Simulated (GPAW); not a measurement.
# GeCN2 (R-3m) in GPAW: equation of state with r2SCAN

Aim: the equation of state of GeCN2 with r2SCAN.

Program: GPAW 26.7.0. These are calculated values, not measurements. Logs are shortened: lines on timing, memory, paths and dates and some standing lists are left out, and cuts for length are marked. The log counts tension as positive stress, the text compression.

### Step 1. The structure

Symmetry: R-3m, No. 166, trigonal system. The conventional cell has a = 3.588 Å, b = 3.588 Å, c = 14.766 Å, α = 90.00°, β = 90.00°, γ = 120.00°. Around Ge (site symmetry -3m) lie 6 N at 2.40 Å. N (site symmetry 3m) has 1 C at 1.24 Å as nearest neighbours. Around C (site symmetry -3m) lie 2 N at 1.24 Å.

The cell comes from a database or a generator and needn't be the stable form of this composition.

### Step 2. Equation of state, r2SCAN

Contents of run.py:

```python
from ase import Atoms
from ase.eos import EquationOfState
from ase.io import Trajectory
from ase.units import GPa
from ase.parallel import parprint
from gpaw import GPAW, PW

atoms = Atoms(['Ge', 'N', 'N', 'C'],
              cell=[[1.7937903697, 1.0356453528, 4.9219572124],
                    [-1.7937903697, 1.0356453528, 4.9219572124],
                    [0.0, -2.0712907056, 4.9219572124]],
              scaled_positions=[[0.0, 0.0, 0.0],
                                [0.5839044, 0.5839044, 0.5839044],
                                [0.4160956, 0.4160956, 0.4160956],
                                [0.5, 0.5, 0.5]],
              pbc=True)

traj = Trajectory('eos.traj', 'w')
volumes, energies = [], []
for x in [0.94, 0.96, 0.98, 1.0, 1.02, 1.04, 1.06]:
    a = atoms.copy()
    a.set_cell(atoms.cell * x**(1 / 3), scale_atoms=True)
    calc = GPAW(mode=PW(800),
                xc='MGGA_X_R2SCAN+MGGA_C_R2SCAN',
                kpts={'size': (6, 6, 6), 'gamma': True},
                occupations={'name': 'fermi-dirac', 'width': 0.05},
                nbands=20,
                convergence={'density': 1e-05, 'energy': 1e-05},
                maxiter=150,
                txt=f'eos-{x:.2f}.txt')
    a.calc = calc
    energies.append(a.get_potential_energy(force_consistent=True))
    volumes.append(a.get_volume())
    p = -a.get_stress()[:3].mean() / GPa
    calc.write(f'eos-{x:.2f}.gpw')
    traj.write(a)
    parprint(f'{x:.2f} {volumes[-1]:10.4f} A^3 {energies[-1]:14.6f} eV {p:9.3f} GPa', flush=True)

v0, e0, B = EquationOfState(volumes, energies, eos='birchmurnaghan').fit()
parprint(f'V0 = {v0:.4f} A^3, E0 = {e0:.6f} eV, B0 = {B / GPa:.2f} GPa')
```

Potentials or basis: GPAW PAW data sets (gpaw-data 1.2.1), pw.

Launch:

```
$ OMP_NUM_THREADS=1 mpirun -n 4 gpaw python run.py
```

Output:

```text
__  _  _
 | _ |_)|_||  |
 |__||  | ||/\| - 26.7.0

Input parameters:
  mode=PW(ecut=800.0),
  convergence={'density': 1e-05, 'energy': 1e-05},
  kpts=MonkhorstPack(size=(6, 6, 6), gamma=True),
  maxiter=150,
  nbands=20,
  occupations=Occupations(name='fermi-dirac', width=0.05),
  xc=XC(name='MGGA_X_R2SCAN+MGGA_C_R2SCAN')

Diagonalizing LCAO Hamiltonian
Converting LCAO to pw mode

       N

       C
       N

       Ge

Atoms  # Å, Bohr magnetons
|   | symbol |         x |         y |        z |    initial magnetic moments |
|---|--------|-----------|-----------|----------|-----------------------------|
| 0 |     Ge |  0.000000 |  0.000000 | 0.000000 | ( 0.0000,  0.0000,  0.0000) |
| 1 |      N | -0.000000 | -0.000000 | 8.445852 | ( 0.0000,  0.0000,  0.0000) |
| 2 |      N | -0.000000 |  0.000000 | 6.018591 | ( 0.0000,  0.0000,  0.0000) |
| 3 |      C |  0.000000 |  0.000000 | 7.232221 | ( 0.0000,  0.0000,  0.0000) |

Unit cell  # Å
| periodic |         x |         y |        z |  lengths |    angles |
|----------|-----------|-----------|----------|----------|-----------|
|      yes |  1.757172 |  1.014504 | 4.821481 | 5.231018 | 39.256253 |
|      yes | -1.757172 |  1.014504 | 4.821481 | 5.231018 | 39.256253 |
|      yes |  0.000000 | -2.029008 | 4.821481 | 5.231018 | 39.256253 |

Number of symmetries: 12
Symmetry operations  # r_c * U_cc + t_c -> r_c
|    | kind |            matrix            |
|----|------|------------------------------|
|  0 |  E   |  1, 0, 0,  0, 1, 0,  0, 0, 1 |
|  1 |  σ   |  1, 0, 0,  0, 0, 1,  0, 1, 0 |
|  2 |  σ   |  0, 1, 0,  1, 0, 0,  0, 0, 1 |
|  3 |  C3  |  0, 1, 0,  0, 0, 1,  1, 0, 0 |
|  4 |  C3  |  0, 0, 1,  1, 0, 0,  0, 1, 0 |
|  5 |  σ   |  0, 0, 1,  0, 1, 0,  1, 0, 0 |
|  6 |  C2  |  0, 0,-1,  0,-1, 0, -1, 0, 0 |
|  7 |  S6  |  0, 0,-1, -1, 0, 0,  0,-1, 0 |
|  8 |  S6  |  0,-1, 0,  0, 0,-1, -1, 0, 0 |
|  9 |  C2  |  0,-1, 0, -1, 0, 0,  0, 0,-1 |
| 10 |  C2  | -1, 0, 0,  0, 0,-1,  0,-1, 0 |
| 11 |  i   | -1, 0, 0,  0,-1, 0,  0, 0,-1 |

BZ-sampling:
  Number of BZ points: 216
  Number of IBZ points: 32

  Monkhorst-Pack size: [6, 6, 6]
  Monkhorst-Pack shift: [0.08333333333333333, 0.08333333333333333, 0.08333333333333333]

K-points  # in reciprocal-cell coordinates
|     |                                coordinates |     weight |
|-----|--------------------------------------------|------------|
|   0 | (  0.00000000,   0.00000000,   0.00000000) | 0.00462963 |
|   1 | (  0.16666667,   0.00000000,  -0.16666667) | 0.02777778 |
|   2 | (  0.16666667,   0.00000000,   0.00000000) | 0.02777778 |
|   3 | (  0.16666667,   0.16666667,  -0.16666667) | 0.02777778 |
|   4 | (  0.16666667,   0.16666667,   0.00000000) | 0.02777778 |
|   5 | (  0.16666667,   0.16666667,   0.16666667) | 0.00925926 |
|   6 | (  0.33333333,  -0.16666667,  -0.16666667) | 0.02777778 |
|   7 | (  0.33333333,   0.00000000,  -0.33333333) | 0.02777778 |
|   8 | (  0.33333333,   0.00000000,  -0.16666667) | 0.05555556 |
|   9 | (  0.33333333,   0.00000000,   0.00000000) | 0.02777778 |
| ... |                                            |            |
|  31 | (  0.50000000,   0.50000000,   0.50000000) | 0.00462963 |

Plane wave coefficients: 2668
Cutoff: 800.0 eV

Spin-components: 1 (collinear spins)
Bands:           20
Projectors:      20
Spin-degeneracy: 2
Datatype:        complex128

Parallelization:
  kpt:    4
  domain: 1
  band:   1

Density:
  Valence electrons: 18.0
  Components: 1
  Grid points: [35 35 35]
  Charge: 0.0  # |e|

Potential:
  Grid points: [35 35 35]

species:
  Ge:
    name:    Germanium
    Z:       32.0
    valence: 4
    core:    28
    charge:  0.0  # [|e|]
    compensation charges:
      type: gauss
      rc: 0.32  # [Å]
      lmax: 2
    cutoffs:
      filter: 1.77  # [Å]
      core: 3.42  # [Å]
    projectors
    | kind |    occ | energy [eV] | rcut [Å] |
    |------|--------|-------------|----------|
    |   4s |  2.000 |     -11.726 |    1.005 |
    |   4p |  2.000 |      -3.896 |    1.005 |
    |    s |        |      15.485 |    1.005 |
    |    p |        |      23.315 |    1.005 |
    |    d |        |       0.000 |    1.005 |

    Using partial waves for Ge as LCAO basis

  N:
    name:    Nitrogen
    Z:       7.0
    valence: 5
    core:    2
    charge:  0.0  # [|e|]
    compensation charges:
      type: gauss
      rc: 0.18  # [Å]
      lmax: 2
    cutoffs:
      filter: 1.11  # [Å]
      core: 0.96  # [Å]
    projectors
    | kind |    occ | energy [eV] | rcut [Å] |
    |------|--------|-------------|----------|
    |   2s |  2.000 |     -18.583 |    0.603 |
    |   2p |  3.000 |      -7.089 |    0.529 |
    |    s |        |       8.629 |    0.603 |
    |    p |        |      20.123 |    0.529 |
    |    d |        |       0.000 |    0.577 |

    Using partial waves for N as LCAO basis

  C:
    name:    Carbon
    Z:       6.0
    valence: 4
    core:    2
    charge:  0.0  # [|e|]
    compensation charges:
      type: gauss
      rc: 0.20  # [Å]
      lmax: 2
    cutoffs:
      filter: 1.14  # [Å]
      core: 1.14  # [Å]
    projectors
    | kind |    occ | energy [eV] | rcut [Å] |
    |------|--------|-------------|----------|
    |   2s |  2.000 |     -13.751 |    0.635 |
    |   2p |  2.000 |      -5.284 |    0.635 |
    |    s |        |      13.461 |    0.635 |
    |    p |        |      21.927 |    0.635 |
    |    d |        |       0.000 |    0.635 |

    Using partial waves for C as LCAO basis

Reference energy: -61088.708976  # eV

eigensolver:
  PPCG
  Converge bands: occupied
  niter=2

density mixing:
  MSR1-Mixer
  Pratt-step length: 0.05
  Maximum mixing coefficient: 0.75
  Old densities: 10
  SVD Regularization: 0.005
  Good broyden scale: 1.0
  Trust region scale: 1.0
  Backstep threshold: 4.0
  History deletion threshold: 6.0
  Fourier metric: weight=20.0, sigma=0.015

occupation numbers:
  Fermi-Dirac:
    width: 0.0500  # eV

poisson solver:
  ecut: 6400.0  # eV

xc functional:
  name: MGGA_X_R2SCAN+MGGA_C_R2SCAN with 2 nearest neighbor stencil

convergence criteria:
[... 6 lines left out ...]
|iter     | |      energy | eigst |  dens |
|---------|-|-------------|-------|-------|
|iter:   1| |  -48.042413 | +0.41 |       |
|iter:   2| |  -41.450432 | -1.30 | -0.71 |
|iter:   3| |  -39.354110 | -0.76 | -0.76 |
|iter:   4| |  -39.362265 | -2.14 | -1.40 |
|iter:   5| |  -39.361873 | -2.71 | -1.71 |
|iter:   6| |  -39.361027 | -3.40 | -1.97 |
|iter:   7| |  -39.361187 | -4.64 | -2.86 |
|iter:   8| |  -39.361197c| -6.14 | -3.42 |
|iter:   9| |  -39.361199c| -7.26 | -3.97 |
|iter:  10| |  -39.361199c| -8.04c| -4.99 |
|iter:  11| |  -39.361199c| -8.72c| -5.53c|

Converged in 11 steps
Energy contributions relative to reference atoms: (reference = -61088.708976)

Energy contributions:
  Kinetic:          33.695646
  Coulomb:         -33.775416
  Zero:              0.120188
  External:          0.000000
  Xc:              -39.401616
  Entropy:          -0.000002
  Spinorbit:         0.000000
  ----------------------------
  Free energy:     -39.361200
  Extrapolated:    -39.361199

dipole moment: (-0.000000, -0.000000, -47.639359)  # |e|*Ang

Fermi level: 5.961
Eigenvalues  # (at kpt = [0.000, 0.000, 0.000])
| band index |      eig [eV] | occ [0-2] |
|------------|---------------|-----------|
|          0 |       -15.712 |     2.000 |
|          1 |       -13.355 |     2.000 |
|          2 |        -6.339 |     2.000 |
|          3 |        -0.836 |     2.000 |
|          4 |        -0.601 |     2.000 |
|          5 |        -0.601 |     2.000 |
[... 9 lines left out ...]
|         15 |        16.142 |     0.000 |
|         16 |        16.568 |     0.000 |
|        ... |               |           |
|         19 |        20.653 |     0.000 |

Gap: 0.964 eV
Transition (v -> c):
  (s=0, k=29, n=8, [0.50, 0.50, 0.17]) -> (s=0, k=31, n=9, [0.50, 0.50, 0.50])
Direct/indirect transitions are different
Direct gap: 1.957 eV
Transition at: (s=0, k=31, n=8, [0.50, 0.50, 0.50])

Stress tensor  # eV/Ang^3
|         x |         y |         z |
|-----------|-----------|-----------|
| -0.003225 | -0.000000 | -0.000000 |
|  0.000000 | -0.003225 |  0.000000 |
| -0.000000 |  0.000000 | -0.081092 |

# Writing to eos-0.94.gpw (mode='')
```

Run time: 5.8 min. Hardware: 4 MPI ranks of Arm Neoverse V2, shared host; peak memory 0.53 GiB.

Results:

- Equilibrium volume: 13.35 Å³/atom (rough: see the caveat)
- Bulk modulus at fixed shape and positions: 143 GPa (rough)

Energy against volume, from the lowest point:
```
volume (Å³/atom)  energy (meV/atom)
          12.893               7.06
          13.167               0.90
          13.441               0.00
          13.716               3.91
          13.990              12.51
          14.264              24.78
          14.538              40.60
```

Caveat: the points scatter about the fit; the cell was scaled at fixed shape and fractional positions, which overstates the stiffness of a crystal with free parameters, most of all of layers and chains; the PAW data sets were made with another functional, which shifts forces and pressure a little; the program warned that so skewed a cell can give wrong results.
